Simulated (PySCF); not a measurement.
# [Bi(SH)2]+: other functionals and bases at one geometry

The task here is to estimate one member of a computed series from the others.

Method: several levels, as the steps say, no spin–orbit coupling; program: PySCF 2.14.0.

3 further runs of the same task are left out: 2 for a known fault of the program, 1 that didn't finish. Runs told in other sessions of the task aren't counted.

**The system as given**

5 atoms, charge 1, spin multiplicity 1.

Bond lengths: Bi1–S2 2.497 Å, Bi1–S4 2.495 Å, S2–H3 1.371 Å, S4–H5 1.370 Å. Angles: S2–Bi1–S4 97.4°, Bi1–S2–H3 93.9°, Bi1–S4–H5 96.9°.

As a file:

```csv
atom,x (Å),y (Å),z (Å)
Bi1,0.00000,1.39288,-0.35669
S2,0.00000,-0.37324,1.40911
H3,0.00000,0.52778,2.44266
S4,0.00000,-0.13032,-2.33297
H5,0.00000,-1.30866,-1.63316
```

Formal oxidation states: Bi +3. An earlier session relaxed this geometry at BP86, Bi def2-SVP with ECP60, S def2-SVP, H def2-SVP (singlet, point group Cs).

At BP86 on the finer grid: E = -1011.989746 Eh, HOMO -11.78 eV, LUMO -9.74 eV, Mulliken charge on Bi1 +0.80 e, largest force component 0.007 eV/Å. 

Levels to run: HF; PBE; wB97X; CAM-B3LYP; BP86, TZVP; BP86, x2c-SVP. Hardware: 2 threads of Arm Neoverse V2, shared host.

The first run:

File run.py (the lines that set the calculation):

```python
mol = gto.M(atom='''
Bi     0.00000     1.39288    -0.35669
S      0.00000    -0.37324     1.40911
H      0.00000     0.52778     2.44266
S      0.00000    -0.13032    -2.33297
H      0.00000    -1.30866    -1.63316''',
    basis={'Bi': 'def2-SVP', 'S': 'def2-SVP', 'H': 'def2-SVP'},
    ecp={'Bi': 'def2-SVP'},
    charge=1, spin=0)
mf = scf.RHF(mol)
mf = mf.density_fit()  # fitting sets: Bi def2-universal-JKFIT, S def2-universal-JKFIT, H def2-universal-JKFIT
mf.conv_tol = 1e-08; mf.max_cycle = 55
mf.kernel(dm0)  # dm0: the density of the relaxed state
```

The run is started by

```console
$ OMP_NUM_THREADS=2 python run.py
```

Among the steps run: HF; PBE; wB97X; CAM-B3LYP; BP86, TZVP; BP86, x2c-SVP.

One of the session's tables, all rows but one given; the rest of the session is left out.

| level | HOMO (eV) | gap (eV) | charge on Bi1 (e) | dipole (D) | largest force component (eV/Å) |
| --- | --- | --- | --- | --- | --- |
| BP86 (relaxed here) | -11.78 | 2.04 | 0.80 | 1.35 | 0.01 |
| HF | ? | ? | ? | ? | ? |
| PBE | -11.67 | 2.07 | 0.81 | 1.35 | 0.05 |
| wB97X | -14.89 | 7.54 | 0.93 | 1.68 | 0.98 |
| CAM-B3LYP | -13.87 | 5.68 | 0.87 | 1.45 | 0.76 |
| BP86, TZVP | -11.77 | 2.04 | 0.86 | 1.11 | 0.56 |
| BP86, x2c-SVP | -11.79 | 2.02 | 0.79 | 1.34 | 0.71 |

Q: Estimate the row for HF from the others.

**Answer.** HOMO (eV): -15.24; gap (eV): 8.82; charge on Bi1 (e): 1.04; dipole (D): 1.88; largest force component (eV/Å): 1.08. In the column «HOMO (eV)» it is the lowest.

The dipole of a charged species depends on the origin, so these sizes hold for this origin alone.

In one basis the HOMO–LUMO gap runs from 2.04 eV (BP86) to 8.82 eV (HF). The largest leftover force, 1.08 eV/Å with HF, stands at a geometry relaxed at another level. Total energies of different levels can't be compared.
